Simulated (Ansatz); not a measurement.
# BGe (sextet): the correlation ladder, cc-pVDZ

Aim: climb from Hartree-Fock through coupled cluster and multireference methods for BGe (sextet) at one geometry and basis, and see what each rung misses.

The runs use Ansatz 0.2.0, Gaussian basis; cc-pVDZ, core rule «outside noble gas», up to 15 orbitals frozen.

The runs, in order: UHF; CCSD(T) on ROHF; CCSD(T) on UHF; BCCD(T) on ROHF; CISD; CCSDT(Q) on ROHF; CCSDT(Q) on UHF; CASSCF and MRCISD+Q, 7 electrons in 8 orbitals; CASSCF and NEVPT2, 7 electrons in 8 orbitals; Full CI.

9 further runs of the same task are left out: 4 that didn't finish, 5 set aside as unsound or not needed.

## 1. What is computed

The geometry is a PBE0/def2-TZVP stationary point (not a proven minimum) of the parent state, kept for this charge and spin. No spin-orbit coupling is included. The filled d shell of Ge may be among the frozen orbitals whatever the setting's name suggests; the logs give the count.

2 atoms, charge 0, spin multiplicity 6.

Atoms are counted from 1 here; the program's logs count them from 0.

Bond lengths: Ge1–B2 1.977 Å.

## 2. UHF

File in.yaml:

```yaml
crystal:
  periodic: [false, false, false]
  atoms:
    - {symbol: Ge, position_ang: [0.000000, 0.000000, 0.000000]}
    - {symbol: B, position_ang: [0.000000, 0.000000, 1.977400]}
basis:
  gaussian: {orbitals: cc-pVDZ}
magnetization: {spin_polarized: true, initial_magnetization: 5}
hamiltonian: {xc: hf}
output: {orbitals: {seedname: orbitals}}
```

Run with:

```sh
$ ansatz run in.yaml --threads 1 --pin off --events-out ev --progress --plain --max-ram 2393MiB
```

Further steps of the session: CCSD(T) on ROHF; CCSD(T) on UHF; BCCD(T) on ROHF; CISD; CCSDT(Q) on ROHF; CCSDT(Q) on UHF; CASSCF and MRCISD+Q, 7 electrons in 8 orbitals; CASSCF and NEVPT2, 7 electrons in 8 orbitals; Full CI.

**Question.** What will the summary of the whole plan be? Wanted: FCI below the RHF energy; RMP2 from FCI; UMP2 from FCI; RCCSD from FCI; RCCSD(T) from FCI; UCCSD(T) from FCI; RCCSDT(Q) from FCI; UCCSDT(Q) from FCI; NEVPT2 valence from FCI.

**Answer**, as computed:

```
                         quantity                                                                                value
         FCI below the RHF energy                                                                           -2.6839 eV
                    RMP2 from FCI                                                                      +15.91 kcal/mol
                    UMP2 from FCI                                                                      +15.52 kcal/mol
                   RCCSD from FCI                                                                       +2.88 kcal/mol
                RCCSD(T) from FCI                                                                       +0.75 kcal/mol
                UCCSD(T) from FCI                                                                       +0.30 kcal/mol
               RCCSDT(Q) from FCI                                                                        0.00 kcal/mol
               UCCSDT(Q) from FCI                                                                       -0.44 kcal/mol
          NEVPT2 valence from FCI                                                                      +11.05 kcal/mol
        MRCISD+Q valence from FCI                                                                       -0.09 kcal/mol
levels within 1 kcal/mol (43 meV)  RCCSD(T), UCCSD(T), BCCD(T), RCCSDT, UCCSDT, RCCSDT(Q), UCCSDT(Q), MRCISD+Q valence
                    T1 diagnostic                                                                                0.036
   effectively unpaired electrons                                                                                 5.03
```

RCCSD(T) lands +0.75 kcal/mol from the yardstick (1.2 % of the correlation energy). UCCSDT, UCCSDT(Q), MRCISD+Q valence fall below full CI: unrestricted runs freeze a spin-polarised core, another one than full CI's, and coupled cluster isn't variational. One determinant dominates. Of the multireference levels listed MRCISD+Q valence comes nearest in total energy (-0.09 kcal/mol), which doesn't show that its space is the better one. These misses are within one basis, not against nature; the frozen cores of restricted and unrestricted runs differ, which can shift their rows.
